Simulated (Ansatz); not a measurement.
Write a Python script for the Python package of Ansatz (0.2.0) that makes harmonic frequencies at the relaxed geometry of CH₄S₂Sn, SMILES C[S][Sn][SH]. Level of theory (for the species named): B3LYP, def2-SVP basis, multiplicity 1, D3BJ dispersion.

```xyz
8

C     0.3047    1.2264   -0.3222
S    -0.3928    0.9145    1.3265
Sn    0.6058   -1.2700    1.4095
S    -0.1192   -2.6215   -0.3943
H    -0.0682    2.2786   -0.6594
H    -0.1386    0.5462   -1.0611
H     1.3922    1.2385   -0.3219
H    -1.4917   -2.3699   -0.0329
```

`freq.py`:
```python
"""Harmonic frequencies of CH4S2Sn at its relaxed geometry."""

import argparse
import itertools

import ansatz as az
from ase import Atoms
from ase.data import atomic_numbers, covalent_radii
from ase.thermochemistry import IdealGasThermo
import numpy as np

parser = argparse.ArgumentParser(description="Harmonic frequencies of CH4S2Sn at its relaxed geometry.")
parser.add_argument("--basis", required=True, help="Gaussian basis set")
parser.add_argument("--xc", default="b3lyp", help="exchange-correlation functional")
parser.add_argument("--dispersion", required=True, help="dispersion correction")
args = parser.parse_args()

geometry_ang = [
    ("C", [0.3047, 1.2264, -0.3222]),
    ("S", [-0.3928, 0.9145, 1.3265]),
    ("Sn", [0.6058, -1.27, 1.4095]),
    ("S", [-0.1192, -2.6215, -0.3943]),
    ("H", [-0.0682, 2.2786, -0.6594]),
    ("H", [-0.1386, 0.5462, -1.0611]),
    ("H", [1.3922, 1.2385, -0.3219]),
    ("H", [-1.4917, -2.3699, -0.0329]),
]
molecule = az.Crystal.molecule()
for symbol, xyz in geometry_ang:
    molecule = molecule.atom(symbol, xyz)

calculation = molecule.calculation().basis(gaussian=args.basis).functional(args.xc, dispersion=args.dispersion)
symbols = [site.symbol for site in molecule.cartesian_sites]
start = np.array([site.position_ang for site in molecule.cartesian_sites], dtype=float)
def progress(event):
    if event["event"] == "relax_step":
        row = event["data"]
        print(f"step {row['step']:3d}  E = {row['lagrangian_ev']:.6f} eV  largest force component {row['allowed_force_max_ev_ang']:.4f} eV/A")


summary = calculation.relax(force_tolerance=0.003, max_steps=100).session().plan().execute(on_event=progress).report
end = np.array(summary["positions_ang"])

# pairs closer than 1.2 times the sum of covalent radii, before or after
radius = [covalent_radii[atomic_numbers[s]] for s in symbols]
span = lambda where, i, j: np.linalg.norm(where[i] - where[j])
bonded = [(i, j) for i, j in itertools.combinations(range(len(symbols)), 2) if min(span(start, i, j), span(end, i, j)) < 1.2 * (radius[i] + radius[j])]
print("pair        before    after (A)")
for i, j in bonded:
    print(f"{symbols[i]}{i}-{symbols[j]}{j}".ljust(10), f"{span(start, i, j):8.4f} {span(end, i, j):8.4f}")

# same settings at the minimum
minimum = az.Crystal.molecule()
for symbol, place in zip(symbols, end):
    minimum = minimum.atom(symbol, place.tolist())
vibrating = (
    minimum.calculation()
    .basis(gaussian=args.basis)
    .functional(args.xc, dispersion=args.dispersion)
    .phonons(temperatures=(100, 500, 100))
)
vib = vibrating.run(threads=1, pin="off").report["vibrations"]
sums = vib["harmonic_sums"]
modes = [m["omega_inv_cm"] for m in sums["modes_at_gamma"] if m["rigid_motion"] == "no"]
for number, w in enumerate(modes, start=1):
    print(f"mode {number:2d} {w:9.1f} 1/cm {w / 8065.544 * 1000:8.2f} meV")
print("imaginary modes:", sum(w < 0 for w in modes), " zero-point energy:", round(sums["zero_point_energy_ev"], 4), "eV")
# rigid rotor and ideal gas, symmetry number taken as one
gas = IdealGasThermo(vib_energies=[w / 8065.544 for w in modes if w > 0], geometry="linear" if len(modes) == 3 * len(symbols) - 5 else "nonlinear",
                     atoms=Atoms(symbols, positions=end), symmetrynumber=1, spin=0.0)
print(f"H(298 K) - E = {gas.get_enthalpy(298.15, verbose=False):.4f} eV")
print(f"S(298 K, 1 bar) = {96485.33 * gas.get_entropy(298.15, 1e5, verbose=False):.1f} J/(mol K) with symmetry number 1")

# all hydrogen replaced by deuterium
heavier = vibrating.phonons(masses={"H": 2.014102}).run(threads=1, pin="off").report["vibrations"]["harmonic_sums"]
print("deuterated (1/cm):", " ".join(f"{m['omega_inv_cm']:.0f}" for m in heavier["modes_at_gamma"] if m["rigid_motion"] == "no"))
print("zero-point energy falls by", round(sums["zero_point_energy_ev"] - heavier["zero_point_energy_ev"], 4), "eV")
```

```console
$ python freq.py --basis def2-SVP --dispersion d3bj
step   1  E = -28601.137581 eV  largest force component 2.4484 eV/A
step   2  E = -28601.617139 eV  largest force component 0.6814 eV/A
step   3  E = -28601.722519 eV  largest force component 0.4520 eV/A
step   4  E = -28601.786841 eV  largest force component 0.5544 eV/A
step   5  E = -28601.834898 eV  largest force component 0.3979 eV/A
step   6  E = -28601.875588 eV  largest force component 0.4477 eV/A
step   7  E = -28601.927531 eV  largest force component 0.2141 eV/A
step   8  E = -28601.962025 eV  largest force component 0.3916 eV/A
step   9  E = -28601.997978 eV  largest force component 0.2400 eV/A
step  10  E = -28602.025827 eV  largest force component 0.1346 eV/A
step  11  E = -28602.027493 eV  largest force component 0.2028 eV/A
step  12  E = -28602.016289 eV  largest force component 0.4329 eV/A
step  13  E = -28602.046220 eV  largest force component 0.1174 eV/A
step  14  E = -28602.056331 eV  largest force component 0.0419 eV/A
step  15  E = -28602.057457 eV  largest force component 0.5079 eV/A
step  16  E = -28602.080261 eV  largest force component 0.0675 eV/A
step  17  E = -28602.083166 eV  largest force component 0.1857 eV/A
step  18  E = -28602.082662 eV  largest force component 0.2999 eV/A
step  19  E = -28602.087116 eV  largest force component 0.0870 eV/A
step  20  E = -28602.089011 eV  largest force component 0.0112 eV/A
step  21  E = -28602.088599 eV  largest force component 0.1003 eV/A
step  22  E = -28602.089266 eV  largest force component 0.0398 eV/A
step  23  E = -28602.089586 eV  largest force component 0.0540 eV/A
step  24  E = -28602.089735 eV  largest force component 0.0258 eV/A
step  25  E = -28602.089799 eV  largest force component 0.0025 eV/A
step  26  E = -28602.089811 eV  largest force component 0.0035 eV/A
step  27  E = -28602.089815 eV  largest force component 0.0034 eV/A
step  28  E = -28602.089815 eV  largest force component 0.0027 eV/A
pair        before    after (A)
C0-S1        1.8171   1.8309
C0-H4        1.1661   1.0995
C0-H5        1.0978   1.0995
C0-H6        1.0876   1.0992
S1-Sn2       2.4034   2.4741
Sn2-S3       2.3677   2.4857
S3-H7        1.4414   1.3511
mode  1      81.7 1/cm    10.13 meV
mode  2     124.3 1/cm    15.41 meV
mode  3     142.1 1/cm    17.62 meV
mode  4     192.7 1/cm    23.90 meV
mode  5     259.6 1/cm    32.18 meV
mode  6     316.4 1/cm    39.23 meV
mode  7     319.4 1/cm    39.60 meV
mode  8     595.4 1/cm    73.82 meV
mode  9     707.5 1/cm    87.72 meV
mode 10     949.1 1/cm   117.68 meV
mode 11     952.0 1/cm   118.04 meV
mode 12    1325.4 1/cm   164.33 meV
mode 13    1450.9 1/cm   179.89 meV
mode 14    1453.7 1/cm   180.24 meV
mode 15    2695.1 1/cm   334.15 meV
mode 16    3038.9 1/cm   376.78 meV
mode 17    3141.0 1/cm   389.44 meV
mode 18    3143.5 1/cm   389.75 meV
imaginary modes: 0  zero-point energy: 1.2949 eV
H(298 K) - E = 1.5159 eV
S(298 K, 1 bar) = 366.4 J/(mol K) with symmetry number 1
deuterated (1/cm): 67 100 137 175 188 313 317 432 670 715 725 1008 1049 1052 1935 2176 2332 2332
zero-point energy falls by 0.3204 eV
```

Caveats:
- Total energies depend on the basis set; only differences at equal settings carry meaning.
- The frequencies are harmonic and unscaled, in a modest basis.
- b3lyp holds the VWN-RPA fit, as in Gaussian; the form of ORCA and Turbomole is b3lyp5.
- The result belongs to the one conformer reached from this start, and soft torsions count as harmonic oscillators.
- The entropy takes a symmetry number of 1; a symmetric molecule's is lower by R ln(sigma).
- Finished in 7 min on 1 thread of Arm Neoverse V2, with other jobs on the host, peak memory 0.35 GiB.
